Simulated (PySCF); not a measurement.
**RuO₂OH: doublet, from a trigonal planar start**

The task is one start of a wider search on RuO₂OH: the doublet, from a trigonal planar start. It is relaxed, tested by its Hessian and followed downhill if it is a saddle.

The runs use PySCF 2.14.0; PBE0, basis Ru def2-TZVP with ECP28, O def2-TZVP, H def2-TZVP, scalar-relativistic core potentials, no spin–orbit coupling, density fitting.

### 1 Starting geometry

5 atoms, charge 0, spin multiplicity 2.

Bond lengths: Ru1–O2 1.710 Å, Ru1–O3 1.710 Å, Ru1–O4 1.880 Å, O4–H5 0.960 Å. Angles: O2–Ru1–O3 120.0°, O2–Ru1–O4 120.0°, O3–Ru1–O4 120.0°, Ru1–O4–H5 130.0°.

```xyz
5
charge 0 multiplicity 2
Ru    0.0000    0.0000    0.0000
O     1.7100    0.0000    0.0000
O    -0.8550    1.4809    0.0000
O    -0.9400   -1.6281    0.0000
H    -1.8854   -1.7948    0.0000
```

### 2 First SCF at the start

The steps below are one call of a driver around PySCF. For each, scf.py gives the equivalent set-up of the SCF; relaxations use the driver's own optimiser. After this first run the driver tries any further starts and a stability analysis.

The input, scf.py:

```python
from pyscf import gto, scf, dft
mol = gto.M(atom='''
Ru     0.000000     0.000000     0.000000
O      1.710000     0.000000     0.000000
O     -0.855000     1.480900     0.000000
O     -0.940000    -1.628100     0.000000
H     -1.885400    -1.794800     0.000000''',
    basis={'Ru': 'def2-TZVP', 'O': 'def2-TZVP', 'H': 'def2-TZVP'},
    ecp={'Ru': 'def2-TZVP'},
    charge=0, spin=1)
mf = dft.UKS(mol, xc='PBE0')
mf.grids.atom_grid = (50, 194)
aux = {'Ru': 'def2-universal-JKFIT', 'O': 'def2-universal-JKFIT', 'H': 'def2-universal-JKFIT'}
mf = mf.density_fit(auxbasis=aux)
mf.conv_tol = 1e-08
mf.diis_space = 10
mf.max_cycle = 60
mf.init_guess = 'minao'
mf.verbose = 4
mf.kernel()
```

The run is started by

```
$ OMP_NUM_THREADS=4 python axn.py task.json out
```

Further steps of the session: Relaxation: trigonal planar start, doublet; Hessian and properties; Leaving the saddle point; Vibrations and properties at this point.

Q: Predict the outcome of this session. Wanted: minimum; geometry; wavenumbers; dipole moment; highest occupied, lowest empty level; polar-tensor charge of Ru1; zero-point energy; atomisation energy; ⟨S²⟩.

The runs gave:

```
                                          quantity                                                                                           value
                                           minimum                                                                                     doublet, Cs
                                          geometry  O–H 0.962 Å, Ru–O 1.653 Å (×2), Ru–O 1.849 Å; H–O–Ru 119.6°, O–Ru–O 115.1° (×2), O–Ru–O 127.3°
                                wavenumbers (cm⁻¹)   187 (a'), 213 (a''), 303 (a'), 346 (a''), 701 (a'), 786 (a'), 990 (a''), 1041 (a'), 3853 (a')
                                     dipole moment                                                                                          1.62 D
highest occupied, lowest empty level (either spin)                                                                                 -8.08, -4.37 eV
                        polar-tensor charge of Ru1                                                                                         +1.70 e
                                 zero-point energy                                                                                     50.4 kJ/mol
                               entropy at 298.15 K                                                                                 313.9 J/(mol K)
         atomisation energy (no zero-point energy)                                                                                     1702 kJ/mol
                                              ⟨S²⟩                                                                                           0.756
```

What this shows: The trigonal planar start (Cs) ends in a minimum of Cs symmetry, after a stop at a saddle point 8.3 kJ/mol higher, from which it was pushed off along an imaginary mode. The strongest infrared band lies at 990 cm⁻¹ (a''). Most of the spin sits on Ru1 (Mulliken spin 0.75, against 1 for the whole molecule). Other starts or spin states, not run here, may lie lower. One determinant may miss the lowest occupation of an open d or f shell.
